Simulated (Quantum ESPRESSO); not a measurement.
HfB: phonons with vdW-DF-cx

HfB:

```
Hf B
1.0
     0.00000    2.31000    2.31000
     2.31000    0.00000    2.31000
     2.31000    2.31000    0.00000
Hf B
1 1
Direct
  0.50000 0.50000 0.50000
  0.00000 0.00000 0.00000
```

```yaml
Program: Quantum ESPRESSO 7.5
Task: phonons
Functional: vdW-DF-cx
Potentials_or_basis: GBRV 1.5 PBE
Cutoff: 612 eV
Density_cutoff: 4898 eV
k_mesh: 10 × 10 × 10
Occupations: cold, width 0.2 eV
Spin: no spin polarisation
Mixing_beta: 0.5
Most_SCF_iterations: 120
SCF_threshold: 4e-10 Ry
```

| Item | Value |
| --- | --- |
| Relaxed volume | 13.75 Å³/atom |
| Relaxed cell | a = 3.388 Å, b = 3.388 Å, c = 3.388 Å, α = 60.00°, β = 60.00°, γ = 60.00° |
| Space group after relaxing (to 0.05 Å) | Fm-3m (No. 225) |
| Pressure after relaxing | 0.3 GPa |
| Band gap on the k mesh | none (metal or under the smearing width) |
| Highest phonon frequency at Γ | 467 cm⁻¹ |

The path:
```
step  energy change (eV)  largest force (eV/Å)  pressure (GPa)  volume (Å³)
   1              0.0000                0.0000           24.63        24.65
   2             -0.1971                0.0000           -2.54        27.88
   3             -0.2002                0.0000           -0.36        27.54
   4             -0.2002                0.0000            0.01        27.49
   5             -0.2002                0.0000            0.00        27.49
```

Final structure:
```yaml
crystal:
  lattice:
    - [0.00000, 2.39543, 2.39543]
    - [2.39543, 0.00000, 2.39543]
    - [2.39543, 2.39543, 0.00000]
  atoms:
    - { symbol: Hf, position: [0.50000, 0.50000, 0.50000] }
    - { symbol: B, position: [0.00000, 0.00000, 0.00000] }
```

Levels at points of the mesh, in eV from the Fermi level:
```tsv
k point	band 4	band 5	band 6	band 7	band 8	band 9	band 10	band 11	band 12	band 13
(0.00, 0.00, 0.00)	-28.93	-9.16	2.06	2.06	2.06	3.67	3.67	3.67	3.79	3.79
(0.00, 0.00, -0.50)	-28.98	-4.66	-4.38	-1.18	-1.18	5.77	5.77	6.66	7.88	12.93
(0.00, -0.50, -0.50)	-29.10	-6.42	-1.16	-0.84	2.04	2.04	5.52	6.93	6.93	8.04
```

Phonon frequencies in cm⁻¹ (negative: imaginary):
```tsv
q point	frequencies
(0.000, 0.000, 0.000)	36 36 36 467 467 467
```

Optical modes at Γ, degenerate ones joined:
| cm⁻¹ | components | symmetry | active in |
| --- | --- | --- | --- |
| 471 | 3 | T1u | IR |

Run time: 7.3 min on 1 thread of Arm Neoverse V2, with other jobs on the host, peak memory 0.2 GiB.

Caveat: the potentials were made for another functional, which shifts forces and pressure; before the sum rule the acoustic modes lie tens of cm⁻¹ from zero, a sign that the density grid also shifts the optical modes. Spin-orbit coupling is left out, which matters for the levels of Hf.
